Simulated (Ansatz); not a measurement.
Write a Python script for the Ansatz DFT code, driven from Python that makes harmonic frequencies at the relaxed geometry of AlBH4NSb, SMILES [BH]1[NH][SbH][AlH]1. Settings (for the species named): PBE, def2-SVP basis, multiplicity 1, D3BJ dispersion.

```xyz
8

B    -0.8506    0.7181   -0.1896
N     0.5847    1.1812   -0.1753
Sb    1.7736   -0.5104   -0.0839
Al   -0.4297   -1.2388   -0.7277
H    -1.9122    1.3574   -0.1705
H     0.7373    1.7407    0.7054
H     1.4579   -0.7313    1.6400
H    -1.2687   -2.5741   -1.0542
```

The script, `albh4nsb_freq.py`:
```python
# -*- coding: utf-8 -*-
"""Vibrations of AlBH4NSb."""

import ansatz as az
from ase import Atoms
from ase.thermochemistry import IdealGasThermo
import numpy as np

GEOMETRY = """
B    -0.85060    0.71810   -0.18960
N     0.58470    1.18120   -0.17530
Sb    1.77360   -0.51040   -0.08390
Al   -0.42970   -1.23880   -0.72770
H    -1.91220    1.35740   -0.17050
H     0.73730    1.74070    0.70540
H     1.45790   -0.73130    1.64000
H    -1.26870   -2.57410   -1.05420
"""

molecule = az.Crystal.molecule()
for line in GEOMETRY.strip().splitlines():
    symbol, *xyz = line.split()
    molecule = molecule.atom(symbol, [float(v) for v in xyz])

calc = (
    molecule.calculation()
    .basis(gaussian="def2-SVP")
    .functional("pbe", dispersion="d3bj")
)
symbols = [site.symbol for site in molecule.cartesian_sites]
start = np.array([site.position_ang for site in molecule.cartesian_sites], dtype=float)
def progress(event):
    if event["event"] == "relax_step":
        row = event["data"]
        print(f"step {row['step']:3d}  E = {row['lagrangian_ev']:.6f} eV  max force {row['allowed_force_max_ev_ang']:.4f} eV/A")


rep = calc.relax(force_tolerance=0.003, max_steps=100).session().plan().execute(on_event=progress).report
end = np.array(rep["positions_ang"])

print("bond        before    after (A)")
for i, j in [(0, 1), (0, 3), (0, 4), (1, 2), (1, 5), (2, 3), (2, 6), (3, 7)]:
    d0, d1 = (np.linalg.norm(xyz[i] - xyz[j]) for xyz in (start, end))
    print(f"{symbols[i]}{i}-{symbols[j]}{j}".ljust(10), f"{d0:8.4f} {d1:8.4f}")

# same settings at the minimum
minimum = az.Crystal.molecule()
for symbol, xyz in zip(symbols, end):
    minimum = minimum.atom(symbol, xyz.tolist())
vibrating = (
    minimum.calculation()
    .basis(gaussian="def2-SVP")
    .functional("pbe", dispersion="d3bj")
    .phonons(temperatures=(298.15, 498.15, 100))
)
vib = vibrating.run(threads=1, pin="off").report["vibrations"]
sums = vib["harmonic_sums"]
modes = [m["omega_inv_cm"] for m in sums["modes_at_gamma"] if m["rigid_motion"] == "no"]
for number, w in enumerate(modes, start=1):
    print(f"mode {number:2d} {w:9.1f} 1/cm {w / 8065.544 * 1000:8.2f} meV")
print("imaginary modes:", sum(w < 0 for w in modes), " zero-point energy:", round(sums["zero_point_energy_ev"], 4), "eV")
# rigid rotor and ideal gas, symmetry number taken as one
gas = IdealGasThermo(vib_energies=[w / 8065.544 for w in modes if w > 0], geometry="linear" if len(modes) == 3 * len(symbols) - 5 else "nonlinear",
                     atoms=Atoms(symbols, positions=end), symmetrynumber=1, spin=0.0)
print(f"H(298 K) - E = {gas.get_enthalpy(298.15, verbose=False):.4f} eV")
print(f"S(298 K, 1 bar) = {96485.33 * gas.get_entropy(298.15, 1e5, verbose=False):.1f} J/(mol K) with symmetry number 1")
```

Output of `python albh4nsb_freq.py`:
```text
step   1  E = -15353.934695 eV  max force 4.0849 eV/A
step   2  E = -15354.953249 eV  max force 2.6058 eV/A
step   3  E = -15355.148264 eV  max force 1.8998 eV/A
step   4  E = -15355.295517 eV  max force 1.6100 eV/A
step   5  E = -15355.357991 eV  max force 0.2042 eV/A
step   6  E = -15355.340249 eV  max force 0.3458 eV/A
step   7  E = -15355.370794 eV  max force 0.0315 eV/A
step   8  E = -15355.370907 eV  max force 0.0418 eV/A
step   9  E = -15355.371016 eV  max force 0.0299 eV/A
step  10  E = -15355.371269 eV  max force 0.0099 eV/A
step  11  E = -15355.371291 eV  max force 0.0046 eV/A
step  12  E = -15355.371293 eV  max force 0.0011 eV/A
bond        before    after (A)
B0-N1        1.5082   1.4051
B0-Al3       2.0727   2.1364
B0-H4        1.2394   1.2209
N1-Sb2       2.0696   2.1649
N1-H5        1.0545   1.0303
Sb2-Al3      2.4082   2.7306
Sb2-H6       1.7664   1.7487
Al3-H7       1.6105   1.6100
mode  1     143.0 1/cm    17.73 meV
mode  2     244.5 1/cm    30.32 meV
mode  3     305.3 1/cm    37.86 meV
mode  4     329.9 1/cm    40.90 meV
mode  5     436.3 1/cm    54.10 meV
mode  6     473.3 1/cm    58.69 meV
mode  7     524.8 1/cm    65.06 meV
mode  8     577.6 1/cm    71.61 meV
mode  9     595.8 1/cm    73.87 meV
mode 10     622.0 1/cm    77.12 meV
mode 11     832.6 1/cm   103.23 meV
mode 12     907.1 1/cm   112.47 meV
mode 13    1120.3 1/cm   138.90 meV
mode 14    1292.7 1/cm   160.28 meV
mode 15    1810.4 1/cm   224.46 meV
mode 16    1833.7 1/cm   227.35 meV
mode 17    2519.5 1/cm   312.38 meV
mode 18    3416.8 1/cm   423.63 meV
imaginary modes: 0  zero-point energy: 1.115 eV
H(298 K) - E = 1.3080 eV
S(298 K, 1 bar) = 333.9 J/(mol K) with symmetry number 1
```

Caveats:
- Total energies depend on the basis set; only differences at equal settings carry meaning.
- The frequencies are harmonic and unscaled, in a modest basis. The result belongs to the one conformer reached from this start, and soft torsions count as harmonic oscillators.
- def2 sets replace the cores of elements past krypton by effective core potentials.
- The entropy takes a symmetry number of 1; a symmetric molecule's is lower by R ln(sigma).
- It ran for 2.4 min on 1 thread of Arm Neoverse V1, on a shared host, peak memory 0.27 GiB.

(A comment or docstring line of the script was reworded after the run, the code is as it ran; lines on the test bed's own set-up are left out of the output.)
